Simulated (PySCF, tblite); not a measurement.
# C6H7ClO2SSi: infrared bands and NMR shifts

Aim: predict the infrared bands and NMR shifts of C6H7ClO2SSi (`O=S(=O)(Cl)c1ccc([SiH3])cc1`).

Programs: tblite 0.8.0 and PySCF 2.14.0, with density-fitted response routines of our own. Each step states its level of theory. These are calculated values for one molecule in the gas phase, unless marked as measured. Atoms are numbered from 0 throughout.

## 1. Starting geometry

18 atoms, charge 0, multiplicity 1; geometry from: GFN2-xTB.

Bonds of the start (Å): O0–S1 1.43, S1–O2 1.43, S1–Cl3 2.05, S1–C4 1.77, C4–C5 1.38, C5–C6 1.38, C6–C7 1.39, C7–Si8 1.90, C7–C9 1.39, C9–C10 1.38, C10–C4 1.38, C5–H11 1.08, C6–H12 1.08, Si8–H13 1.46, Si8–H14 1.46, Si8–H15 1.46, C9–H16 1.08, C10–H17 1.08.

## 2. Infrared spectrum with GFN2-xTB

What the job is given:

```
{"job": {"kind": "ir", "xc": "GFN2-xTB", "basis": "xTB"}, "charge": 0, "multiplicity": 1}
O      3.554473    -1.302345    -1.309691
S      3.126617    -0.071689    -0.728156
O      3.619619     1.159658    -1.253899
Cl     3.698419    -0.131171     1.236527
C      1.369738    -0.030480    -0.538026
C      0.686569    -1.224079    -0.478958
C     -0.686079    -1.185084    -0.299912
C     -1.360808     0.027153    -0.174851
Si    -3.242190     0.081539     0.053832
C     -0.626879     1.210367    -0.237387
C      0.745943     1.191123    -0.415110
H      1.231078    -2.149118    -0.579835
H     -1.241558    -2.109714    -0.254420
H     -3.844147     0.463115    -1.224820
H     -3.547720     1.077773     1.080496
H     -3.689832    -1.249692     0.459307
H     -1.137773     2.156976    -0.142032
H      1.335771     2.091986    -0.469481
```

**Question.** This job is followed by: GIAO PBE0/pcSseg-1 NMR shielding, non-relativistic, gas phase. Predict these results of the whole session: strongest single infrared mode (GFN2-xTB); zero-point energy (GFN2-xTB); 13C shifts against TMS (PBE0/pcSseg-1, means over atoms taken as alike); 1H shifts against TMS (PBE0/pcSseg-1, means over atoms taken as alike); 17O shifts against H2O (PBE0/pcSseg-1, means over atoms taken as alike); 33S shifts against CS2 (PBE0/pcSseg-1); 35Cl shifts against HCl (PBE0/pcSseg-1); 29Si shifts against TMS (PBE0/pcSseg-1).

The runs gave:

| quantity | value |
| --- | --- |
| strongest single infrared mode (GFN2-xTB) | 789 cm⁻¹, 411 km/mol |
| zero-point energy (GFN2-xTB) | 70.0 kcal/mol |
| 13C shifts against TMS (PBE0/pcSseg-1, means over atoms taken as alike) | 152.9, 146.2, 142.2, 130.0 ppm |
| 1H shifts against TMS (PBE0/pcSseg-1, means over atoms taken as alike) | 8.20, 8.07, 4.62 ppm |
| 17O shifts against H2O (PBE0/pcSseg-1, means over atoms taken as alike) | 286.8 ppm |
| 33S shifts against CS2 (PBE0/pcSseg-1) | 326 ppm |
| 35Cl shifts against HCl (PBE0/pcSseg-1) | 662 ppm |
| 29Si shifts against TMS (PBE0/pcSseg-1) | -66.5 ppm |

**Reading.** The lowest mode is slightly imaginary (17i cm⁻¹), a soft motion within the noise of the Hessian, so the minimum is not strictly shown. The strongest single mode, at 789 cm⁻¹, moves mainly H15, H14 and H13. GFN2-xTB is a fitted tight-binding method: band positions and strengths are rough. Its intensities can rank the bands wrongly. At PBE0/pcSseg-1: The largest span, 1004 ppm, is at Cl3, where the paramagnetic term is -858 ppm. NICS(1)zz of -28 ppm above the planar ring from C4 marks a diatropic (aromatic) ring current.
